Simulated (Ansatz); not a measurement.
# H₄NO₂SV: basis-set convergence

An exercise on one series of results from a longer session: the logs are not shown, and one member is left open.

Computed with Ansatz 0.2.0, Gaussian basis. Level: one geometry, several basis sets.

Plan: PBE0-D4/def2-SVP; ωB97M-V/def2-SVP; PBE0-D4/def2-QZVPP; ωB97M-V/def2-QZVPP; the functionals' def2-TZVPP values are taken from earlier runs.

## The relaxed structure

All runs share one geometry, relaxed beforehand with PBE0-D4 in a triple-zeta def2 set.

SMILES `[NH2][V]([OH])([OH])=[S]`, 9 atoms, charge 0, spin multiplicity 1.

Atoms are counted from 1 here; the program's logs count them from 0.

Bond lengths: N1–V2 1.816 Å, N1–H6 1.012 Å, N1–H7 1.007 Å, V2–O3 1.762 Å, V2–O4 1.762 Å, V2–S5 2.001 Å, O3–H8 0.960 Å, O4–H9 0.960 Å. Angles: V2–N1–H6 120.0°, V2–N1–H7 127.4°, H6–N1–H7 112.6°, N1–V2–O3 109.5°, N1–V2–O4 109.4°, N1–V2–S5 106.0°, O3–V2–O4 107.3°, O3–V2–S5 112.3°, O4–V2–S5 112.3°, V2–O3–H8 122.8°, V2–O4–H9 122.8°.

Coordinates:

```xyz
9
charge 0, multiplicity 1
N    -0.6482    0.4003   -1.2916
V     0.2168   -0.0238    0.2473
O     0.6476   -1.7317    0.2267
O    -0.8654    0.2256    1.6147
S     1.8243    1.1654    0.3230
H    -1.5037   -0.0792   -1.5396
H    -0.3801    1.0904   -1.9736
H     1.5529   -2.0389    0.1355
H    -0.7557    0.9458    2.2403
```

The first run:

File in.yaml:

```yaml
crystal:
  periodic: [false, false, false]
  atoms:
    - {symbol: N, position_ang: [-0.648227, 0.400292, -1.291553]}
    - {symbol: V, position_ang: [0.216804, -0.023761, 0.247330]}
    - {symbol: O, position_ang: [0.647582, -1.731738, 0.226654]}
    - {symbol: O, position_ang: [-0.865406, 0.225553, 1.614733]}
    - {symbol: S, position_ang: [1.824318, 1.165386, 0.323036]}
    - {symbol: H, position_ang: [-1.503700, -0.079181, -1.539556]}
    - {symbol: H, position_ang: [-0.380076, 1.090368, -1.973573]}
    - {symbol: H, position_ang: [1.552872, -2.038944, 0.135489]}
    - {symbol: H, position_ang: [-0.755667, 0.945825, 2.240340]}
basis:
  gaussian: {orbitals: def2-SVP}
hamiltonian: {xc: pbe0, dispersion: d4}
output: {orbitals: {seedname: orbitals}}
```

The run is started by

```
ansatz run in.yaml --threads 4 --pin off --events-out ev --progress --plain --max-ram 10444MiB
```

Steps of the session up to this table: PBE0-D4 in def2-SVP; ωB97M-V in def2-SVP; PBE0-D4 in def2-QZVPP; ωB97M-V in def2-QZVPP.

One table of the session follows, with a row left open; its other results are not shown here.

It belongs to the step «Density functionals: the series». 

```
functional       basis  HOMO (eV)  LUMO (eV)
   PBE0-D4    def2-SVP      -7.51      -2.51
   PBE0-D4  def2-TZVPP      -7.74      -2.66
   PBE0-D4  def2-QZVPP      -7.78      -2.70
   ωB97M-V    def2-SVP      -9.74      -0.30
   ωB97M-V  def2-TZVPP      -9.98      -0.52
   ωB97M-V  def2-QZVPP          ?          ?
```

Estimate the missing values for ωB97M-V, def2-QZVPP.

The run gave: HOMO (eV): -10.01; LUMO (eV): -0.59. In the column «HOMO (eV)» it is the lowest.
